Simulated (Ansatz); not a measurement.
# CaMg: a normal mode against strain

Aim: map the energy of CaMg (Pm-3m, No. 221; 2 atoms in the cell) over two coordinates, and find its wells, ridges and stiffness.

Computed with Ansatz 0.2.0 (DFT LDA, scalar-relativistic, plane waves, PAW, unless a step's input says otherwise).

11 further runs of the same task are left out: 11 set aside as unsound or not needed.

## (1) Starting point

Symmetry: Pm-3m, No. 221, cubic system. Conventional cell: a = 3.858 Å, b = 3.858 Å, c = 3.858 Å, α = 90.00°, β = 90.00°, γ = 90.00°. Ca (site symmetry m-3m) is surrounded by 8 Mg at 3.34 Å. Mg (site symmetry m-3m) has 8 Ca at 3.34 Å as nearest neighbours.

Structure file:

```
CELL_PARAMETERS angstrom
3.85827 0.00000 0.00000
0.00000 3.85827 0.00000
0.00000 0.00000 3.85827
ATOMIC_POSITIONS crystal
Ca 0.00000 0.00000 0.00000
Mg 0.50000 0.50000 0.50000
```

It goes back to an entry of the Materials Project, which need not be the stable form.

It is the result of an earlier relaxation at this level (volume 28.72 Å³/atom; gap on the mesh: none (metal)).

## (2) Setting up the map

The energy is mapped over a normal mode and a strain (zone-centre modes of the cell shown) (x along [1 0 0], y along [0 1 0], z along [0 0 1] of the conventional cell).

- amplitude of mode 4 (212 cm⁻¹), largest displacement in the unstrained cell: 11 values from −0.136 to 0.136 Å
- equal normal strain along x, y and z: 7 values from −2.50 to 2.50 %

Nothing else is relaxed (the pattern is fixed in fractional coordinates). Energies count from the relaxed high-symmetry cell. Points are written as (first, second).

The modes come from a phonon run on the reference cell, made beforehand.

Displacement patterns for an amplitude of 1 (Å):

```csv
atom,x1,y1,z1
Ca1,-0.606,0.000,0.000
Mg2,1.000,0.000,0.000
```

## (3) Point (−0.082 Å, 0.83 %)

input.yaml

```yaml
crystal:
  lattice:
    - [3.8902953072, 0.0, 0.0]
    - [0.0, 3.8902953072, 0.0]
    - [0.0, 0.0, 3.8902953072]
  atoms:
    - { symbol: Ca, position: [0.0128258732, 0.0, 0.0] }
    - { symbol: Mg, position: [0.4788506338, 0.5, 0.5] }
basis:
  ecutwfc: 520.0
kpoints:
  mp_grid: { grid: [12, 12, 12] }
hamiltonian:
  xc: lda
scf:
  occupations: { method: gaussian, width: 0.15 }
output:
  forces: true
  stress: true
  eigenvalues: true
```

Command:

```sh
$ ansatz run input.yaml --threads 1 --pin off --max-ram 2048MiB --backend cpu --events-out ev --progress --plain --runs-dir out
```

The session goes on with these runs: the other points that were computed.

Before running it: what results should come out? Wanted: lowest point; highest computed point; largest force on an atom.

The runs gave:

| quantity | value |
| --- | --- |
| lowest point | (0.000 Å, 0.00 %), 0 meV |
| highest computed point | (−0.136 Å, −2.50 %), 100 meV above the lowest |
| largest force on an atom (eV/Å) | 0.00 at (0.000 Å, −2.50 %) to 0.64 at (−0.136 Å, −2.50 %); 0.00 at the lowest point |
| time for all points | 3 min on 1 thread, shared host |

In words: The lowest computed point is at (0.000 Å, 0.00 %), which is the relaxed high-symmetry cell itself. The grid shows no other well, apart from its symmetry copies. The highest computed point, (−0.136 Å, −2.50 %), lies 100 meV above the lowest. Round the minimum the two coordinates are nearly uncoupled. A rigid map gives upper bounds: relaxing the other coordinates can only lower a point.
